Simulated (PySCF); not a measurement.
# UTPSSh/cc-pVDZ run of C2H6BFN (SMILES NB[CH]CF)

What is the vertical ionisation energy of C2H6BFN at UTPSSh/cc-pVDZ? The job is set up through a Python script.

The calculation is run with PySCF 2.14.0.

### 1 The system as given

C2H6BFN: 11 atoms, total charge 0, spin state doublet. As SMILES, `NB[CH]CF`. The coordinates come from a GFN2-xTB relaxation. This is one conformer, not always the lowest.

Bond lengths: N1–B2 1.399 Å, B2–C3 1.519 Å, C3–C4 1.476 Å, C4–F5 1.373 Å, N1–H6 1.005 Å, N1–H7 1.006 Å, B2–H8 1.170 Å, C3–H9 1.084 Å, C4–H10 1.103 Å, C4–H11 1.103 Å. Some angles: N1–B2–C3 118.1°, B2–C3–C4 126.8°, C3–C4–F5 113.7°, N1–B2–H8 118.9°, C3–B2–H8 122.9°, B2–N1–H6 123.7°, B2–N1–H7 123.2°, B2–C3–H9 121.8°, C4–C3–H9 111.5°, C3–C4–H10 111.6°.

### 2 The energy at UTPSSh/cc-pVDZ

input.xyz

```xyz
11
C2H6BFN
N     -1.970380    -0.318980     0.723670
B     -0.732840    -0.634710     0.151520
C      0.290140     0.477700    -0.002220
C      1.641350     0.360680    -0.584460
F      1.938190    -0.898870    -1.044160
H     -2.704680    -0.989300     0.867430
H     -2.214550     0.606480     1.033650
H     -0.529550    -1.736470    -0.184960
H      0.087320     1.489080     0.330380
H      1.772270     1.037720    -1.445380
H      2.422720     0.606660     0.154530
```

job.py

```python
# NB[CH]CF
from pyscf import gto, dft

mol = gto.M(
    atom='input.xyz',
    verbose=3,
    basis='cc-pvdz',
    spin=1,
    max_memory=1860,
)

mf = dft.UKS(mol, xc='tpssh')
mf.grids.level = 2
mf.conv_tol = 1e-10
mf.kernel()
if not mf.converged:
    mf = mf.newton().run(mf.mo_coeff, mf.mo_occ)

e_tot = mf.e_tot
print('E(%s) = %.9f' % ('TPSSH', e_tot))
```

Started as:

```bash
$ OMP_NUM_THREADS=1 python job.py
```

Standard output:

```text
converged SCF energy = -259.279639945278  <S^2> = 0.75601824  2S+1 = 2.0060092
E(TPSSH) = -259.279639945
```

Run time: 34 s. Hardware: 1 thread of Arm Neoverse V2, shared host; peak memory 0.54 GiB.

### 3 The singlet cation at the same level

geometry.xyz

```xyz
11

N     -1.970380    -0.318980     0.723670
B     -0.732840    -0.634710     0.151520
C      0.290140     0.477700    -0.002220
C      1.641350     0.360680    -0.584460
F      1.938190    -0.898870    -1.044160
H     -2.704680    -0.989300     0.867430
H     -2.214550     0.606480     1.033650
H     -0.529550    -1.736470    -0.184960
H      0.087320     1.489080     0.330380
H      1.772270     1.037720    -1.445380
H      2.422720     0.606660     0.154530
```

input.py

```python
from pyscf import gto, dft

mol = gto.M(
    atom='geometry.xyz',
    verbose=4,
    max_memory=1860,
    basis='cc-pvdz',
    spin=0,
    charge=1,
)

ks = dft.RKS(mol)
ks.xc = 'tpssh'
ks.grids.level = 2
ks.conv_tol = 1e-10
ks.kernel()
if not ks.converged:
    ks = ks.newton().run(ks.mo_coeff, ks.mo_occ)

etot = ks.e_tot
print('E(%s) = %.9f' % ('TPSSH', etot))
```

Started as:

```bash
$ OMP_NUM_THREADS=1 python input.py
```

Standard output:

```text
PySCF version 2.14.0

[INPUT] num. atoms = 11
[INPUT] num. electrons = 38
[INPUT] charge = 1
[INPUT] spin (= nelec alpha-beta = 2S) = 0
[INPUT] symmetry False subgroup None
[INPUT] Mole.unit = angstrom
[INPUT] Symbol           X                Y                Z      unit          X                Y                Z       unit  Magmom
[INPUT]  1 N     -1.970380000000  -0.318980000000   0.723670000000 AA   -3.723478561321  -0.602784839214   1.367538104564 Bohr   0.0
[INPUT]  2 B     -0.732840000000  -0.634710000000   0.151520000000 AA   -1.384866893126  -1.199428068523   0.286331302394 Bohr   0.0
[INPUT]  3 C      0.290140000000   0.477700000000  -0.002220000000 AA    0.548285137781   0.902722169705  -0.004195191997 Bohr   0.0
[INPUT]  4 C      1.641350000000   0.360680000000  -0.584460000000 AA    3.101701974555   0.681586418608  -1.104469330763 Bohr   0.0
[INPUT]  5 F      1.938190000000  -0.898870000000  -1.044160000000 AA    3.662648277371  -1.698618121588  -1.973176430226 Bohr   0.0
[INPUT]  6 H     -2.704680000000  -0.989300000000   0.867430000000 AA   -5.111104454589  -1.869506055032   1.639205132231 Bohr   0.0
[INPUT]  7 H     -2.214550000000   0.606480000000   1.033650000000 AA   -4.184892989156   1.146081100026   1.953315408657 Bohr   0.0
[INPUT]  8 H     -0.529550000000  -1.736470000000  -0.184960000000 AA   -1.000704469263  -3.281452723523  -0.349523744000 Bohr   0.0
[INPUT]  9 H      0.087320000000   1.489080000000   0.330380000000 AA    0.165010885197   2.813953377567   0.624327717034 Bohr   0.0
[INPUT] 10 H      1.772270000000   1.037720000000  -1.445380000000 AA    3.349104918783   1.961006593984  -2.731372345924 Bohr   0.0
[INPUT] 11 H      2.422720000000   0.606660000000   0.154530000000 AA    4.578277276506   1.146421250729   0.292019378029 Bohr   0.0

nuclear repulsion = 156.713127181397
number of shells = 43
number of NR pGTOs = 172
number of NR cGTOs = 100
basis = cc-pvdz
ecp = {}

******** <class 'pyscf.dft.rks.RKS'> ********
method = RKS
initial guess = minao
damping factor = 0
level_shift factor = 0
DIIS = <class 'pyscf.scf.diis.CDIIS'>
diis_start_cycle = 1
diis_space = 8
diis_damp = 0
SCF conv_tol = 1e-10
SCF conv_tol_grad = None
SCF max_cycles = 50
direct_scf = True
direct_scf_tol = 1e-13
XC library pyscf.dft.libxc version 7.0.0
    S. Lehtola, C. Steigemann, M. J.T. Oliveira, and M. A.L. Marques.,  SoftwareX 7, 1–5 (2018)
XC functionals = tpssh
radial grids:
    Treutler-Ahlrichs [JCP 102, 346 (1995); DOI:10.1063/1.469408] (M4) radial grids

becke partition: Becke, JCP 88, 2547 (1988); DOI:10.1063/1.454033
pruning grids: <function nwchem_prune>
grids dens level: 2
symmetrized grids: False
atomic radii adjust function: <function treutler_atomic_radii_adjust>
small_rho_cutoff = 0
Set gradient conv threshold to 1e-05
Initial guess from minao.
tot grids = 88456
init E= -259.603865843688
  HOMO = -0.356214725158422  LUMO = -0.223565008635534  gap/eV = 3.60958
cycle= 1 E= -258.908432664827  delta_E= 0.695  |g|= 0.583  |ddm|= 2.96
  HOMO = -0.427335624354361  LUMO = -0.407801633962075  gap/eV = 0.53155
cycle= 2 E= -257.723950906092  delta_E= 1.18  |g|= 2.31  |ddm|= 2.03
  HOMO = -0.475355185597446  LUMO = -0.381457105440823  gap/eV = 2.55510
cycle= 3 E= -258.940073540933  delta_E= -1.22  |g|= 0.366  |ddm|=  1.8
  HOMO = -0.513333002764474  LUMO = -0.39387366870235  gap/eV = 3.25065
cycle= 4 E= -258.959246886479  delta_E= -0.0192  |g|= 0.27  |ddm|= 0.514
  HOMO = -0.511917101645033  LUMO = -0.401371167459484  gap/eV = 3.00811
cycle= 5 E= -258.977676204901  delta_E= -0.0184  |g|= 0.0906  |ddm|= 0.252
  HOMO = -0.511453650231644  LUMO = -0.395569563634082  gap/eV = 3.15337
cycle= 6 E= -258.979865320682  delta_E= -0.00219  |g|= 0.0192  |ddm|= 0.0829
  HOMO = -0.511272259851508  LUMO = -0.39663357426691  gap/eV = 3.11948
cycle= 7 E= -258.979961721927  delta_E= -9.64e-05  |g|= 0.00486  |ddm|= 0.0183
  HOMO = -0.511356250964782  LUMO = -0.39618367238887  gap/eV = 3.13401
cycle= 8 E= -258.979967996179  delta_E= -6.27e-06  |g|= 0.000796  |ddm|= 0.00472
  HOMO = -0.511427535094944  LUMO = -0.396288835236245  gap/eV = 3.13308
cycle= 9 E= -258.979968150424  delta_E= -1.54e-07  |g|= 0.000217  |ddm|= 0.000748
  HOMO = -0.511410540014674  LUMO = -0.396263609063009  gap/eV = 3.13331
cycle= 10 E= -258.979968162857  delta_E= -1.24e-08  |g|= 5.71e-05  |ddm|= 0.00024
  HOMO = -0.511415348498067  LUMO = -0.396272918929359  gap/eV = 3.13319
cycle= 11 E= -258.97996816372  delta_E= -8.63e-10  |g|= 2.23e-05  |ddm|= 7.15e-05
  HOMO = -0.511415227895836  LUMO = -0.396271759385562  gap/eV = 3.13321
cycle= 12 E= -258.979968163808  delta_E= -8.83e-11  |g|= 4.92e-06  |ddm|= 1.8e-05
  HOMO = -0.511414165953771  LUMO = -0.396272168741116  gap/eV = 3.13317
Extra cycle  E= -258.979968163737  delta_E= 7.11e-11  |g|= 1.64e-05  |ddm|= 1.74e-05
converged SCF energy = -258.979968163737
E(TPSSH) = -258.979968164
```

It took 17 s on 1 thread of Arm Neoverse V2, shared host; peak memory 0.54 GiB.

### 4 Outcome

At UTPSSh/cc-pVDZ:

| quantity | value |
| --- | --- |
| doublet C2H6BFN: total energy | -259.27964 Eh |
| doublet C2H6BFN: dipole moment | 3.09 D |
| doublet C2H6BFN: HOMO energy (highest over α and β) | -5.38 eV |
| doublet C2H6BFN: LUMO energy (lowest over α and β) | -2.53 eV |
| doublet C2H6BFN: ⟨S²⟩ | 0.756 |
| singlet cation: total energy | -258.97997 Eh |
| singlet cation: HOMO energy | -13.92 eV |
| singlet cation: LUMO energy | -10.78 eV |
| singlet cation: HOMO–LUMO gap | 3.13 eV |
| vertical ionisation energy (to the singlet cation) | 8.154 eV |

**Reading.** The vertical ionisation energy comes to 8.15 eV (188 kcal/mol). Only the singlet of the ionised species was computed; a triplet could lie lower.
